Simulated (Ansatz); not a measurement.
# C3H6GeS: a ladder of functionals and wavefunction methods

One table from this session's results is given with a row withheld; the runs are named, their logs left out.

Method: functionals in def2-TZVPP, the program's frozen cores in correlated methods; program: Ansatz 0.2.0, Gaussian basis.

Levels to be run: PBE-D4, r2SCAN-D4, PBE0-D4, B3LYP-D4, ωB97X-V, ωB97M-V, B2PLYP; CCSD(T)/def2-TZVPP; MP2/def2-QZVPP; extrapolation to the limit.

## The relaxed structure

All runs share one geometry, relaxed beforehand with PBE0-D4 in a triple-zeta def2 set.

11 atoms, charge 0, spin multiplicity 1.

Atoms are counted from 1 here; the program's logs count them from 0.

Bond lengths: C1–C2 1.448 Å, C1–H6 1.093 Å, C1–H7 1.093 Å, C1–H8 1.093 Å, C2–C3 1.207 Å, C3–S4 1.681 Å, S4–Ge5 2.238 Å, Ge5–H9 1.534 Å, Ge5–H10 1.534 Å, Ge5–H11 1.535 Å. Angles: C2–C1–H6 111.2°, C2–C1–H7 110.6°, C2–C1–H8 111.3°, H6–C1–H7 107.7°, H6–C1–H8 108.1°, H7–C1–H8 107.7°, C1–C2–C3 179.9°, C2–C3–S4 177.9°, C3–S4–Ge5 97.3°, S4–Ge5–H9 108.8°, S4–Ge5–H10 108.8°, S4–Ge5–H11 105.3°, H9–Ge5–H10 110.9°, H9–Ge5–H11 111.4°, H10–Ge5–H11 111.5°.

Set-up of the first run:

File in.yaml:

```yaml
crystal:
  periodic: [false, false, false]
  atoms:
    - {symbol: C, position_ang: [-0.411558, -0.575346, 2.461823]}
    - {symbol: C, position_ang: [-0.109991, -0.763618, 1.057637]}
    - {symbol: C, position_ang: [0.141638, -0.923531, -0.111902]}
    - {symbol: S, position_ang: [0.497412, -1.207337, -1.729787]}
    - {symbol: Ge, position_ang: [0.373696, 0.916240, -2.425919]}
    - {symbol: H, position_ang: [0.410742, -0.921848, 3.093365]}
    - {symbol: H, position_ang: [-0.576857, 0.482842, 2.681095]}
    - {symbol: H, position_ang: [-1.314424, -1.120310, 2.749793]}
    - {symbol: H, position_ang: [-1.041558, 1.442434, -2.156943]}
    - {symbol: H, position_ang: [1.418111, 1.745743, -1.668759]}
    - {symbol: H, position_ang: [0.678188, 0.867632, -3.929902]}
basis:
  gaussian: {orbitals: def2-TZVPP}
hamiltonian: {xc: pbe, dispersion: d4}
output: {forces: true, orbitals: {seedname: orbitals}}
```

On the command line:

```bash
$ ansatz run in.yaml --threads 4 --pin off --events-out ev --progress --plain --max-ram 10444MiB
```

Among the steps run: PBE-D4 (GGA); r2SCAN-D4 (meta-GGA); PBE0-D4 (hybrid); B3LYP-D4 (hybrid); ωB97X-V (range-separated); ωB97M-V (range-separated); B2PLYP (double hybrid); CCSD(T) in def2-TZVPP; MP2 in def2-QZVPP.

One of the session's tables, all rows but one given; the rest of the session is left out.

| method | atomisation energy (kcal/mol) |
| --- | --- |
| PBE-D4 | 981.4 |
| r2SCAN-D4 | 963.8 |
| PBE0-D4 | 964.4 |
| B3LYP-D4 | 957.0 |
| ωB97X-V | 960.7 |
| ωB97M-V | 958.8 |
| B2PLYP | 948.7 |
| HF/def2-TZVPP | 693.0 |
| MP2/def2-TZVPP | 951.6 |
| CCSD/def2-TZVPP | ? |
| CCSD(T)/def2-TZVPP | 935.5 |
| MP2/CBS | 974.0 |
| CCSD(T)/CBS | 958.0 |

Q: Estimate the row for CCSD/def2-TZVPP from the others.

The run gave: atomisation energy (kcal/mol): 918.5. In the column «atomisation energy (kcal/mol)» it lies between HF/def2-TZVPP (693.0) and CCSD(T)/def2-TZVPP (935.5).

Limits of these values: Free atoms (3 C, 1 S, 1 Ge, 6 H) were run apart at each level; the atomisation energy is their sum less the molecule, without zero-point or spin-orbit terms.
